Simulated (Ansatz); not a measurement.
# Ta8N7: the cost of one run

Method: DFT LDA, scalar-relativistic, plane waves, PAW, in Ansatz 0.2.0.

### Step 1. The starting structure

Symmetry: Fm-3m, No. 225, cubic system. Conventional cell: a = 8.820 Å, b = 8.820 Å, c = 8.820 Å, α = 90.00°, β = 90.00°, γ = 90.00°. Ta (site symmetry -43m) has 6 N at 2.21 Å in its first shell of neighbours. Around Ta (site symmetry 4mm) lie 5 N at 2.21 Å. Around N (site symmetry mmm) lie 6 Ta at 2.21 Å. Around N (site symmetry m-3m) lie 6 Ta at 2.21 Å.

Structure file:

```xyz
15
Lattice="0.0000 4.4100 4.4100 4.4100 0.0000 4.4100 4.4100 4.4100 0.0000" Properties=species:S:1:pos:R:3 pbc="T T T"
Ta    0.0000    0.0000    0.0000
Ta    2.2050    2.2050    0.0000
Ta    2.2050    0.0000    2.2050
Ta    4.4100    2.2050    2.2050
Ta    0.0000    2.2050    2.2050
Ta    2.2050    4.4100    2.2050
Ta    2.2050    2.2050    4.4100
Ta    4.4100    4.4100    4.4100
N     4.4100    4.4100    2.2050
N     4.4100    2.2050    4.4100
N     6.6150    4.4100    4.4100
N     2.2050    4.4100    4.4100
N     4.4100    6.6150    4.4100
N     4.4100    4.4100    6.6150
N     6.6150    6.6150    6.6150
```

### Step 2. Relaxing cell and atoms: Ta8N7, no spin

Contents of input.yaml:

```yaml
crystal:
  lattice:
    - [0.0, 4.41, 4.41]
    - [4.41, 0.0, 4.41]
    - [4.41, 4.41, 0.0]
  atoms:
    - { symbol: Ta, position: [0.0, 0.0, 0.0] }
    - { symbol: Ta, position: [0.0, 0.0, 0.5] }
    - { symbol: Ta, position: [0.0, 0.5, 0.0] }
    - { symbol: Ta, position: [0.0, 0.5, 0.5] }
    - { symbol: Ta, position: [0.5, 0.0, 0.0] }
    - { symbol: Ta, position: [0.5, 0.0, 0.5] }
    - { symbol: Ta, position: [0.5, 0.5, 0.0] }
    - { symbol: Ta, position: [0.5, 0.5, 0.5] }
    - { symbol: "N", position: [0.25, 0.25, 0.75] }
    - { symbol: "N", position: [0.25, 0.75, 0.25] }
    - { symbol: "N", position: [0.25, 0.75, 0.75] }
    - { symbol: "N", position: [0.75, 0.25, 0.25] }
    - { symbol: "N", position: [0.75, 0.25, 0.75] }
    - { symbol: "N", position: [0.75, 0.75, 0.25] }
    - { symbol: "N", position: [0.75, 0.75, 0.75] }
scf:
  occupations: { method: gaussian, width: 0.2 }
output:
  forces: true
  stress: true
  eigenvalues: true
  write_density: true
  write_potential: true
  elf: true
  volumetric_format: npy
kpoints:
  mp_grid: { grid: [12, 12, 12] }
hamiltonian:
  xc: lda
relax:
  f_tol: 0.003
  max_steps: 60
  cell: { stress_tol: 0.05 }
```

Run with:

```console
> ansatz run input.yaml --threads 8 --pin off --max-ram 24576MiB --backend cpu --events-out ev --progress --plain --runs-dir out
```

What time and memory should one allow on 8 threads of Intel Xeon 6975P-C (Granite Rapids), shared host?

About 57 s, with a peak of 1.5 GiB.
